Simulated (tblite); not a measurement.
# C34H52B4O8: the cost of one run

Computed with tblite 0.8.0 and PySCF 2.14.0 and routines of our own; the level stands in each step. Atoms count from 0.

### 1 The starting structure

98 atoms, charge 0, multiplicity 1; geometry from: force field, distance geometry or constructed start.

### 2 Optimising the geometry with GFN2-xTB

The job: settings as JSON, then the geometry in Å.

```
{"job": {"kind": "relax", "xc": "GFN2-xTB", "basis": "xTB"}, "charge": 0, "multiplicity": 1}
C      6.487600    -2.665800     1.950600
C      5.026600    -2.168700     2.141500
C      4.953700    -1.499000     3.536000
O      4.816300    -1.186400     1.155900
B      3.692900    -1.720100     0.402200
C      2.404600    -0.802500     0.200200
C      1.155300    -1.438900     0.151700
C     -0.026700    -0.697300     0.067100
C     -1.268500    -1.349700     0.025000
C     -2.471100    -0.615800    -0.068400
B     -3.823400    -1.437900    -0.223400
O     -3.760400    -2.892800    -0.233400
C     -4.303000    -3.220900    -1.485200
C     -3.220100    -3.975700    -2.304600
C     -5.452400    -4.210800    -1.209200
C     -4.790500    -1.857900    -2.159700
C     -6.194900    -1.934600    -2.799600
C     -3.833000    -1.311600    -3.263800
O     -4.843100    -0.919900    -1.120900
C     -2.410800     0.807200    -0.078800
B     -3.711100     1.734900    -0.074900
O     -4.899700     1.262100     0.620200
C     -5.193900     2.319500     1.509500
C     -5.249700     1.747700     2.938400
C     -6.623800     2.788100     1.137400
C     -4.094500     3.437900     1.286900
C     -2.939900     3.414000     2.334100
C     -4.647400     4.879800     1.271700
O     -3.537200     3.177300     0.018700
C     -1.158300     1.444100    -0.061400
C      0.030000     0.703200     0.011800
C      1.266300     1.350900     0.035800
C      2.465400     0.616200     0.105900
B      3.832700     1.426800     0.020400
O      3.774900     2.878500    -0.118000
C      4.430200     3.112500    -1.341400
C      5.553000     4.126900    -1.035700
C      3.435400     3.797600    -2.304300
C      4.973800     1.696200    -1.858700
C      4.113000     1.066200    -2.990400
C      6.431600     1.730500    -2.362700
O      4.933700     0.842200    -0.741800
O      3.514300    -3.152100     0.589700
C      3.944200    -3.313400     1.916800
C      4.490100    -4.746300     2.071300
C      2.700900    -3.205900     2.851000
H      6.773700    -3.399000     2.732300
H      7.190700    -1.806800     2.016000
H      6.610200    -3.117900     0.946700
H      5.757400    -0.740500     3.650700
H      3.986800    -0.963900     3.665300
H      5.066800    -2.249700     4.342500
H      1.092900    -2.522500     0.206300
H     -1.299600    -2.433200     0.044000
H     -3.599700    -4.225500    -3.314700
H     -2.943000    -4.919300    -1.791600
H     -2.286200    -3.381400    -2.391000
H     -6.223200    -3.738600    -0.569100
H     -5.068000    -5.102300    -0.652800
H     -5.912800    -4.577100    -2.152600
H     -6.229100    -2.712900    -3.591900
H     -6.968500    -2.151500    -2.040300
H     -6.466500    -0.961700    -3.260400
H     -2.797300    -1.185500    -2.879400
H     -4.163500    -0.299800    -3.594600
H     -3.819800    -1.974300    -4.148600
H     -6.060000     1.008100     3.037300
H     -4.299900     1.225300     3.202500
H     -5.431900     2.561900     3.667300
H     -6.658800     3.155500     0.096700
H     -7.339400     1.931800     1.203500
H     -6.982100     3.575100     1.829800
H     -2.132700     4.116400     2.044300
H     -3.309700     3.717200     3.339700
H     -2.475400     2.405300     2.406900
H     -5.161200     5.103800     2.224200
H     -5.345200     5.035400     0.421700
H     -3.822400     5.616400     1.147900
H     -1.099000     2.522500    -0.096600
H      1.293100     2.427100    -0.023300
H      5.125000     5.050700    -0.586900
H      6.261500     3.708000    -0.285800
H      6.103200     4.415700    -1.947600
H      2.510300     3.187000    -2.427300
H      3.104800     4.784100    -1.894100
H      3.901600     3.971900    -3.291700
H      3.053200     0.969000    -2.696900
H      4.475400     0.038300    -3.214900
H      4.184700     1.663000    -3.925200
H      7.137800     2.009600    -1.558100
H      6.539200     2.450900    -3.209200
H      6.744200     0.724100    -2.725900
H      3.678100    -5.490200     1.923900
H      4.929700    -4.898800     3.080400
H      5.264400    -4.965600     1.301600
H      1.925100    -3.937400     2.544300
H      2.237400    -2.199400     2.807900
H      2.977900    -3.425500     3.905800
```

On the command line:

```
> OMP_NUM_THREADS=8 python large_run.py task.json out
```

The driver reads the jobs from task.json and runs them one after another.

Q: Estimate the wall time and peak memory of this first job on 8 threads of Arm Neoverse N1, shared host.

About 36 s, with a peak of 0.2 GiB.
